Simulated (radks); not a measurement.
**Eu²⁺ in [Xe] 4f7: an all-electron calculation**

Aim: the levels, the sizes of the orbitals and the parts of the energy of the europium ion Eu2+.

Method: Dirac Kohn-Sham, LDA (Slater exchange, Perdew-Wang correlation), spin-unpolarised, spherical densities, finite nucleus; open shells fill j = l - 1/2 first. Code: radks (a radial shooting solver on a logarithmic mesh, Libxc functionals) version 1.

**1. What is computed**

| Quantity | Value |
| --- | --- |
| element | europium (Z = 63) |
| charge | +2 |
| electrons | 61 |
| configuration | [Xe] 4f7 |
| nuclear rms radius | 5.1115 fm |

**2. The run**

The run's settings:

```text
Z 63
configuration [Xe] 4f7
relativity Dirac
functional lda,pw
spin unpolarised
j_filling energy
nucleus finite rms 5.1115 fm
c 137.035999084
```

Command:

```console
python run_ks.py task.json out
```

The same process makes all the runs of this session.

**Question.** What will this run give?

**Answer**, as computed:

| quantity | value |
| --- | --- |
| total energy | -10843.4166 hartree |
| exchange-correlation share of it | 2.17 % |
| −T/E | 1.0869 |
| highest occupied level | 4f7/2, -15.978 eV |
| most extended occupied level | 5p3/2, <r> = 1.65 bohr |
| radius at density 0.001 e/bohr³ | 3.49 bohr |
| maxima of the radial density | 4 |
| ionisation energy, NIST | 24.84 (semi-emp.) eV |

**Reading.** 5 principal shells are occupied and 4 maxima appear in the radial density; where shells overlap, one shows as a shoulder or not at all. −T/E is 1.087: with relativity the kinetic term as defined here no longer equals −E. The top level binds by 15.978 eV, 64 % of the NIST ionisation energy of 24.84 eV; the potential of a semilocal functional falls off too fast, so its top eigenvalue is too shallow. Spin polarisation and multiplet splitting are left out.
